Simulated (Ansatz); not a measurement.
# Cu3Pd: one crystal by all-electron and frozen-core methods

The same cell of Cu3Pd is computed with full-potential LAPW, PAW with frozen cores and all-electron PAW on datasets made for the crystal, to set the results side by side.

Method: DFT PBEsol, scalar-relativistic, in Ansatz 0.2.0.

## (1) The starting structure

Symmetry: P4/mmm, No. 123, tetragonal system. Conventional cell: a = 3.697 Å, b = 3.697 Å, c = 3.659 Å, α = 90.00°, β = 90.00°, γ = 90.00°. Around Cu (site symmetry mmm) lie 8 Cu at 2.60 to 2.61 Å and 4 Pd at 2.60 Å. Around Cu (site symmetry 4/mmm) lie 8 Cu at 2.60 Å and 4 Pd at 2.61 Å. Around Pd (site symmetry 4/mmm) lie 12 Cu at 2.60 to 2.61 Å.

As a file:

```cif
data_structure
_symmetry_space_group_name_H-M 'P 1'
_symmetry_Int_Tables_number 1
_cell_length_a 3.6970
_cell_length_b 3.6970
_cell_length_c 3.6590
_cell_angle_alpha 90.000
_cell_angle_beta 90.000
_cell_angle_gamma 90.000
_cell_volume 50.01
loop_
_atom_site_label
_atom_site_type_symbol
_atom_site_fract_x
_atom_site_fract_y
_atom_site_fract_z
_atom_site_occupancy
Cu1 Cu 0.00000 0.50000 0.50000 1
Cu2 Cu 0.50000 0.00000 0.50000 1
Cu3 Cu 0.50000 0.50000 0.00000 1
Pd1 Pd 0.00000 0.00000 0.00000 1
```

The structure is an experimental refinement, used without relaxation.

Atoms are numbered in the order of the input: Cu1, Cu2, Cu3, Pd4.

## (2) Full-potential LAPW

input.yaml

```yaml
crystal:
  lattice:
    - [3.697, 0.0, 0.0]
    - [0.0, 3.697, 0.0]
    - [0.0, 0.0, 3.659]
  atoms:
    - { symbol: Cu, position: [0.0, 0.5, 0.5] }
    - { symbol: Cu, position: [0.5, 0.0, 0.5] }
    - { symbol: Cu, position: [0.5, 0.5, 0.0] }
    - { symbol: Pd, position: [0.0, 0.0, 0.0] }
kpoints:
  mp_grid: { grid: [11, 11, 11] }
  band_path:
    path:
      - [0.0, 0.0, 0.0]
      - [0.0, 0.5, 0.0]
      - [0.5, 0.5, 0.0]
      - [0.0, 0.0, 0.0]
      - [0.0, 0.0, 0.5]
      - [0.0, 0.5, 0.5]
      - [0.5, 0.5, 0.5]
      - [0.0, 0.0, 0.5]
      - [0.0, 0.5, 0.0]
    npoints: 14
scf:
  occupations: { method: fermi_dirac, width: 0.05 }
hamiltonian:
  xc: pbesol
  pseudopotentials: { kind: all_electron, lapw: { basis_error: 0.001 } }
output:
  forces: true
  stress: true
  eigenvalues: true
  fatbands: true
  populations: true
  dos: { projected: true, de: 0.2, e_range: [-14, 8] }
```

The run is started by

```
$ ansatz run input.yaml --threads 1 --pin off --max-ram 4096MiB --backend cpu --events-out ev --progress --plain --runs-dir out
```

## (3) PAW with frozen cores

Changes to input.yaml since step 2:

```diff
@@ -28,3 +28,3 @@
   xc: pbesol
-  pseudopotentials: { kind: all_electron, lapw: { basis_error: 0.001 } }
+  pseudopotentials: { kind: paw }
 output:
@@ -33,4 +33,9 @@
   eigenvalues: true
-  fatbands: true
+  efg: { contact_densities: true }
   populations: true
+  bader: true
   dos: { projected: true, de: 0.2, e_range: [-14, 8] }
+  write_density: true
+  write_potential: true
+  elf: true
+  volumetric_format: npy
```

## (4) All-electron PAW on datasets made for the crystal

Changes to input.yaml since step 3:

```diff
@@ -23,3 +23,3 @@
       - [0.0, 0.5, 0.0]
-    npoints: 14
+    npoints: 8
 scf:
@@ -28,3 +28,3 @@
   xc: pbesol
-  pseudopotentials: { kind: paw }
+  pseudopotentials: { kind: all_electron, datasets: crystal }
 output:
@@ -34,8 +34 @@
   efg: { contact_densities: true }
-  populations: true
-  bader: true
-  dos: { projected: true, de: 0.2, e_range: [-14, 8] }
-  write_density: true
-  write_potential: true
-  elf: true
-  volumetric_format: npy
```

(Steps that only read results are left out.)

What does the calculation give? Wanted: pressure; gap; Bader charges.

**Answer**, as computed:

| quantity | value |
| --- | --- |
| pressure | LAPW -4.02, PAW -4.01, crystal datasets -4.02 GPa |
| gap (LAPW) | none |
| Bader charges (PAW) | Cu1 +0.12, Cu3 +0.12, Pd4 -0.37 e |

At this geometry the cell is under tension of 4.0 GPa, so it would shrink if let go. With 85 electrons in the bands of a cell, and no spin, a band must be partly filled: it is a metal at this level. Within 0.3 eV of the Fermi level the largest projected share is Cu 4s (42 %). The projection holds only the free atom's occupied shells (Cu 4s, Cu 3d, Pd 4d in this range). The field gradient at Cu1, the largest by crystal datasets, is 2.54 by PAW and 2.58 by crystal datasets (10²¹ V/m²), within 5 %. Spin–orbit coupling is left out, which moves gradients at and beside heavy atoms by some per cent and at worst by a factor of two. PAW lies less than 0.01 GPa from LAPW in pressure. LAPW took about 3 times as long as PAW (2.4 min against 45 s, on a shared host and with the outputs that each input asks for).
